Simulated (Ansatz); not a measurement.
# AlPdC4N4: the cost of one run

Method: DFT PBE, scalar-relativistic, plane waves, PAW, in Ansatz 0.2.0.

1 further run of the same task is left out (it didn't finish).

### Step 1. The structure to begin with

Symmetry: P-43m, No. 215, cubic system. Conventional cell: a = 5.855 Å, b = 5.855 Å, c = 5.855 Å, α = 90.00°, β = 90.00°, γ = 90.00°. Around Al (site symmetry -43m) lie 4 N at 1.96 Å. Pd (site symmetry -43m) has 4 C at 1.94 Å in its first shell of neighbours. C (site symmetry 3m) is surrounded by 1 N at 1.17 Å and 1 Pd at 1.94 Å. N (site symmetry 3m) has 1 C at 1.17 Å and 1 Al at 1.96 Å in its first shell of neighbours.

Coordinates:

```
Al Pd C N
1.0
     5.85491    0.00000    0.00000
     0.00000    5.85491    0.00000
     0.00000    0.00000    5.85491
Al Pd C N
1 1 4 4
Cartesian
  2.9275 2.9275 2.9275
  0.0000 0.0000 0.0000
  1.1189 1.1189 1.1189
  1.1189 4.7360 4.7360
  4.7360 1.1189 4.7360
  4.7360 4.7360 1.1189
  1.7944 1.7944 1.7944
  1.7944 4.0605 4.0605
  4.0605 1.7944 4.0605
  4.0605 4.0605 1.7944
```

The cell is invented: two interpenetrating cyanide-bridged diamond nets (P-43m, No. 215). The dimensions are guesses.

### Step 2. The guess as it stands, on a coarse mesh

input.yaml reads:

```yaml
crystal:
  lattice:
    - [5.85490908, 0.0, 0.0]
    - [0.0, 5.85490908, 0.0]
    - [0.0, 0.0, 5.85490908]
  atoms:
    - { symbol: Al, position: [0.5, 0.5, 0.5] }
    - { symbol: Pd, position: [0.0, 0.0, 0.0] }
    - { symbol: C, position: [0.19110541, 0.19110541, 0.19110541] }
    - { symbol: C, position: [0.19110541, 0.80889459, 0.80889459] }
    - { symbol: C, position: [0.80889459, 0.19110541, 0.80889459] }
    - { symbol: C, position: [0.80889459, 0.80889459, 0.19110541] }
    - { symbol: "N", position: [0.30647865, 0.30647865, 0.30647865] }
    - { symbol: "N", position: [0.30647865, 0.69352135, 0.69352135] }
    - { symbol: "N", position: [0.69352135, 0.30647865, 0.69352135] }
    - { symbol: "N", position: [0.69352135, 0.69352135, 0.30647865] }
basis:
  ecutwfc: 420
kpoints:
  mp_grid: { grid: [4, 4, 4] }
hamiltonian:
  xc: pbe
scf:
  occupations: { method: gaussian, width: 0.1 }
  lower_state_search: "off"
output:
  forces: true
  stress: true
  eigenvalues: true
```

The run is started by

```console
$ ansatz run input.yaml --threads 1 --pin off --max-ram 2560MiB --backend cpu --events-out ev --progress --plain --runs-dir out
```

**Question.** How long does this run take on 1 thread of AMD EPYC 9R14 (Zen 4), shared host, and how much memory does it need?

About 3.7 s, with a peak of 0.45 GiB.
